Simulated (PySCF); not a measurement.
# CH2I2: NMR shieldings

Aim: compute the NMR shieldings of CH2I2 (`ICI`).

Programs: PySCF 2.14.0, with routines of our own; each step states its level. All values are computed. Atoms count from 0.

### Step 1. The system as given

5 atoms, charge 0, multiplicity 1; geometry from: GFN2-xTB.

### Step 2. Geometry optimisation at PBE0-D3(BJ)/def2-SVP

Job settings and geometry (Å):

```
{"job": {"xc": "PBE0", "basis": "def2-SVP", "d3": "d3bj", "grid": 1, "maxiter": 30, "shake": 0.01, "kind": "geom"}, "charge": 0, "multiplicity": 1}
I     -1.768190     0.940190    -0.026730
C     -0.006490    -0.224300     0.001990
I      1.794970     0.918560    -0.047200
H      0.026810    -0.800810     0.913940
H     -0.013540    -0.867630    -0.879890
```

On the command line:

```console
OMP_NUM_THREADS=1 python heavy_run.py task.json out
```

One launch serves the whole session: the jobs run in the order shown.

What it wrote:

```text
step   0  E = -634.64871800  max force = 0.008785
step   1  E = -634.64923913  max force = 0.001720
step   2  E = -634.64924598  max force = 0.000281
optimisation converged
```

Run time: 11 s. Hardware: 1 thread of Arm Neoverse V1, shared host; peak memory 0.34 GiB.

Along the way:

| step | energy from step 0 (eV) | largest force component (eV/Å) |
| --- | --- | --- |
| 0 | 0.0000 | 0.4517 |
| 1 | -0.0142 | 0.0884 |
| 2 | -0.0144 | 0.0144 |

Close pairs (by a distance rule), those that changed most:

| bond | before (Å) | after (Å) | change (Å) |
| --- | --- | --- | --- |
| I0–C1 | 2.112 | 2.135 | +0.023 |
| C1–H3 | 1.079 | 1.094 | +0.015 |
| C1–I2 | 2.134 | 2.137 | +0.003 |
| C1–H4 | 1.092 | 1.094 | +0.003 |

The end geometry stands in the next job.

| at the end point | value |
| --- | --- |
| point group (found at 0.08 Å tolerance) | C2v |
| rotational constants (GHz, main isotopes) | 22.839, 0.606, 0.593 |
| dipole moment (D) | 1.13 |

### Step 3. NMR shieldings: PBE/pcJ-1 I:dyall-v2z (PBE), spin–orbit

Job settings and geometry (Å):

```
{"job": {"kind": "hnmr", "xc": "PBE", "basis": {"default": "pcJ-1", "I": "dyall-v2z"}, "rel": "so"}, "charge": 0, "multiplicity": 1}
I     -1.802404     0.863201     0.099828
C      0.012360    -0.262308     0.094495
I      1.818513     0.876325     0.007655
H      0.038996    -0.847241     1.018933
H     -0.008552    -0.912874    -0.785247
```

With the program's defaults for keys left out, this is: PBE/pcJ-1 I:dyall-v2z GIAO NMR shielding, X2C with spin-orbit coupling, screened-nuclear two-electron part, Gaussian nuclei, gas phase.

What it wrote:

```text
spin-free SCF
coarse grid: 26176 points
cycle   1  E = -14269.7704598107  dE = -4.865e-01  |g| = 3.607e-01  |ddm| = 2.298e+00
cycle   2  E = -14269.7736271102  dE = -3.167e-03  |g| = 1.749e-01  |ddm| = 5.049e-01
cycle   3  E = -14269.7765676848  dE = -2.941e-03  |g| = 1.153e-01  |ddm| = 2.903e-01
cycle   4  E = -14269.7774680802  dE = -9.004e-04  |g| = 1.884e-02  |ddm| = 7.369e-02
cycle   5  E = -14269.7774768903  dE = -8.810e-06  |g| = 1.799e-02  |ddm| = 3.796e-02
cycle   6  E = -14269.7775657632  dE = -8.887e-05  |g| = 8.646e-04  |ddm| = 1.559e-02
cycle   7  E = -14269.7775659686  dE = -2.054e-07  |g| = 2.503e-04  |ddm| = 1.619e-03
final grid: 50040 points
cycle   8  E = -14269.7795160960  dE = -1.350e-05  |g| = 8.662e-03  |ddm| = 8.956e-04
cycle   9  E = -14269.7795160263  dE =  6.973e-08  |g| = 6.912e-04  |ddm| = 1.025e-03
cycle  10  E = -14269.7795155827  dE =  4.436e-07  |g| = 1.483e-03  |ddm| = 1.924e-03
cycle  11  E = -14269.7795161125  dE = -5.298e-07  |g| = 2.350e-04  |ddm| = 1.445e-03
cycle  12  E = -14269.7795161267  dE = -1.423e-08  |g| = 4.936e-06  |ddm| = 2.521e-04
cycle  13  E = -14269.7795161267  dE =  1.819e-12  |g| = 7.328e-07  |ddm| = 6.717e-06
converged SCF energy = -14269.7795161267
two-component SCF
cycle   1  E = -14267.9121512842  dE = -1.427e+04  |FDS-SDF| = 1.725e+02
cycle   2  E = -14272.2548243691  dE = -4.343e+00  |FDS-SDF| = 1.159e-01
cycle   3  E = -14272.2547208253  dE =  1.035e-04  |FDS-SDF| = 3.298e-02
cycle   4  E = -14272.2542855244  dE =  4.353e-04  |FDS-SDF| = 4.614e-02
cycle   5  E = -14272.2548520568  dE = -5.665e-04  |FDS-SDF| = 1.080e-02
cycle   6  E = -14272.2548721877  dE = -2.013e-05  |FDS-SDF| = 9.683e-04
cycle   7  E = -14272.2548722684  dE = -8.067e-08  |FDS-SDF| = 1.047e-04
cycle   8  E = -14272.2548722710  dE = -2.661e-09  |FDS-SDF| = 2.299e-05
converged, E = -14272.2548722710

Field gradients (au) and densities at the nuclei (bohr^-3)
atom        Vxx        Vyy        Vzz        centre      nuclear mean
  0 I     -6.0473    -6.6459    12.6932     246308.276     238488.214
  1 C      0.0005     0.3304    -0.3309        126.192        126.190
  2 I     -6.0530    -6.6457    12.6987     246308.284     238488.222
  3 H     -0.1375    -0.1478     0.2854          0.476          0.476
  4 H     -0.1375    -0.1478     0.2852          0.476          0.476
without picture change
  0 I                           13.7663                    538530.286
  2 I                           13.7722                    538530.304

Core orbital energies (eV)
atom   shell        mean    spread
  0 I  1s       -32915.184   0.000
  0 I  2s        -5085.263   0.000
  0 I  3s        -1026.113   0.000
  0 I  4s         -179.715   0.000
  0 I  5s          -17.633   0.000
  0 I  2p1/2     -4770.262   0.000
  0 I  2p3/2     -4473.304   0.046
  0 I  3p1/2      -896.190   0.000
  0 I  3p3/2      -840.118   0.120
  0 I  4p1/2      -134.401   0.000
  0 I  4p3/2      -123.461   0.297
  0 I  3d3/2      -611.470   0.110
  0 I  3d5/2      -599.835   0.144
  0 I  4d3/2       -50.715   0.335
  0 I  4d5/2       -48.994   0.450
  2 I  1s       -32915.182   0.000
  2 I  2s        -5085.261   0.000
  2 I  3s        -1026.111   0.000
  2 I  4s         -179.713   0.000
  2 I  5s          -17.628   0.000
  2 I  2p1/2     -4770.260   0.000
  2 I  2p3/2     -4473.302   0.046
  2 I  3p1/2      -896.189   0.000
  2 I  3p3/2      -840.116   0.120
  2 I  4p1/2      -134.399   0.000
  2 I  4p3/2      -123.460   0.297
  2 I  3d3/2      -611.468   0.110
  2 I  3d5/2      -599.833   0.144
  2 I  4d3/2       -50.713   0.335
  2 I  4d5/2       -48.992   0.450

vertical triplet (scalar unrestricted SCF): 3.423 eV

Shielding tensors (ppm)
atom      isotropic    diamagn.    paramagn.     s11        s22        s33       span
  0 I      4448.07     5085.75     -637.68    3233.54    4028.10    6082.57    2849.03
  1 C       252.35      247.90        4.45     168.82     260.62     327.62     158.80
  2 I      4444.09     5085.74     -641.65    3225.43    4023.02    6083.82    2858.40
  3 H        27.01       28.43       -1.42      16.28      30.12      34.63      18.34
  4 H        27.02       28.41       -1.39      16.29      30.12      34.64      18.35
```

It took 74 s on 1 thread of Arm Neoverse V1, shared host; peak memory 1 GiB.

From this job:

| quantity | value |
| --- | --- |
| energy from spin-orbit coupling | -2.4754 Eh |

### Step 4. NMR shieldings: KT2/pcJ-1 I:dyall-v2z (KT2), spin–orbit

Job settings and geometry (Å):

```
{"job": {"kind": "hnmr", "xc": "KT2", "basis": {"default": "pcJ-1", "I": "dyall-v2z"}, "rel": "so"}, "charge": 0, "multiplicity": 1}
I     -1.802404     0.863201     0.099828
C      0.012360    -0.262308     0.094495
I      1.818513     0.876325     0.007655
H      0.038996    -0.847241     1.018933
H     -0.008552    -0.912874    -0.785247
```

With the program's defaults for keys left out, this is: KT2/pcJ-1 I:dyall-v2z GIAO NMR shielding, X2C with spin-orbit coupling, screened-nuclear two-electron part, Gaussian nuclei, gas phase.

What it wrote:

```text
spin-free SCF
coarse grid: 26176 points
cycle   1  E = -14309.9888091738  dE = -3.835e-01  |g| = 3.363e+00  |ddm| = 2.359e+00
cycle   2  E = -14309.9859907365  dE =  2.818e-03  |g| = 8.881e-01  |ddm| = 9.717e-01
cycle   3  E = -14309.9737041890  dE =  1.229e-02  |g| = 7.945e-01  |ddm| = 1.044e+00
cycle   4  E = -14310.0031639625  dE = -2.946e-02  |g| = 2.466e-01  |ddm| = 7.118e-01
cycle   5  E = -14310.0202054634  dE = -1.704e-02  |g| = 2.176e-02  |ddm| = 2.408e-01
cycle   6  E = -14310.0202932301  dE = -8.777e-05  |g| = 5.950e-03  |ddm| = 3.081e-02
cycle   7  E = -14310.0203027969  dE = -9.567e-06  |g| = 1.162e-03  |ddm| = 1.002e-02
final grid: 50040 points
cycle   8  E = -14310.0089166052  dE = -1.078e-03  |g| = 7.448e-01  |ddm| = 3.943e-03
cycle   9  E = -14310.0089167028  dE = -9.757e-08  |g| = 1.157e-02  |ddm| = 4.161e-03
cycle  10  E = -14310.0089164446  dE =  2.582e-07  |g| = 1.651e-03  |ddm| = 4.775e-03
cycle  11  E = -14310.0089167365  dE = -2.920e-07  |g| = 1.326e-03  |ddm| = 4.335e-03
cycle  12  E = -14310.0089171055  dE = -3.690e-07  |g| = 7.154e-04  |ddm| = 2.025e-03
cycle  13  E = -14310.0089172550  dE = -1.495e-07  |g| = 5.263e-05  |ddm| = 7.172e-04
cycle  14  E = -14310.0089172553  dE = -3.020e-10  |g| = 2.482e-06  |ddm| = 5.035e-05
converged SCF energy = -14310.0089172553
two-component SCF
cycle   1  E = -14308.1361437375  dE = -1.431e+04  |FDS-SDF| = 1.728e+02
cycle   2  E = -14312.4858135158  dE = -4.350e+00  |FDS-SDF| = 1.184e-01
cycle   3  E = -14312.4857382754  dE =  7.524e-05  |FDS-SDF| = 3.013e-02
cycle   4  E = -14312.4854065386  dE =  3.317e-04  |FDS-SDF| = 4.001e-02
cycle   5  E = -14312.4858357095  dE = -4.292e-04  |FDS-SDF| = 1.043e-02
cycle   6  E = -14312.4858568531  dE = -2.114e-05  |FDS-SDF| = 9.409e-04
cycle   7  E = -14312.4858569319  dE = -7.885e-08  |FDS-SDF| = 1.137e-04
cycle   8  E = -14312.4858569352  dE = -3.281e-09  |FDS-SDF| = 2.631e-05
converged, E = -14312.4858569352

Field gradients (au) and densities at the nuclei (bohr^-3)
atom        Vxx        Vyy        Vzz        centre      nuclear mean
  0 I     -5.8111    -6.4465    12.2575     252437.878     243797.035
  1 C      0.0023     0.3373    -0.3396        131.303        131.301
  2 I     -5.8165    -6.4460    12.2625     252437.886     243797.043
  3 H     -0.1361    -0.1462     0.2823          0.493          0.493
  4 H     -0.1360    -0.1462     0.2822          0.493          0.493
without picture change
  0 I                           13.2988                    549700.734
  2 I                           13.3041                    549700.751

Core orbital energies (eV)
atom   shell        mean    spread
  0 I  1s       -32993.250   0.000
  0 I  2s        -5103.160   0.000
  0 I  3s        -1032.398   0.000
  0 I  4s         -181.823   0.000
  0 I  5s          -17.692   0.000
  0 I  2p1/2     -4783.965   0.000
  0 I  2p3/2     -4486.322   0.041
  0 I  3p1/2      -901.195   0.000
  0 I  3p3/2      -844.849   0.115
  0 I  4p1/2      -136.052   0.000
  0 I  4p3/2      -125.170   0.286
  0 I  3d3/2      -615.756   0.105
  0 I  3d5/2      -604.052   0.137
  0 I  4d3/2       -51.814   0.324
  0 I  4d5/2       -50.087   0.435
  2 I  1s       -32993.248   0.000
  2 I  2s        -5103.158   0.000
  2 I  3s        -1032.396   0.000
  2 I  4s         -181.821   0.000
  2 I  5s          -17.687   0.000
  2 I  2p1/2     -4783.963   0.000
  2 I  2p3/2     -4486.320   0.041
  2 I  3p1/2      -901.193   0.000
  2 I  3p3/2      -844.848   0.115
  2 I  4p1/2      -136.050   0.000
  2 I  4p3/2      -125.168   0.286
  2 I  3d3/2      -615.754   0.105
  2 I  3d5/2      -604.050   0.137
  2 I  4d3/2       -51.812   0.324
  2 I  4d5/2       -50.084   0.435

Shielding tensors (ppm)
atom      isotropic    diamagn.    paramagn.     s11        s22        s33       span
  0 I      4488.04     5093.29     -605.25    3274.16    4083.25    6106.71    2832.55
  1 C       261.43      251.52        9.90     174.62     272.68     336.98     162.36
  2 I      4484.43     5093.28     -608.85    3266.58    4078.80    6107.90    2841.32
  3 H        26.72       28.52       -1.80      15.93      30.13      34.10      18.18
  4 H        26.73       28.50       -1.77      15.93      30.14      34.12      18.19
```

Wall time 68 s (1 thread of Arm Neoverse V1, shared host); peak memory 1 GiB.

In short:

| quantity | value |
| --- | --- |
| energy from spin-orbit coupling | -2.4769 Eh |

(Part 1 of 2 ends here.)
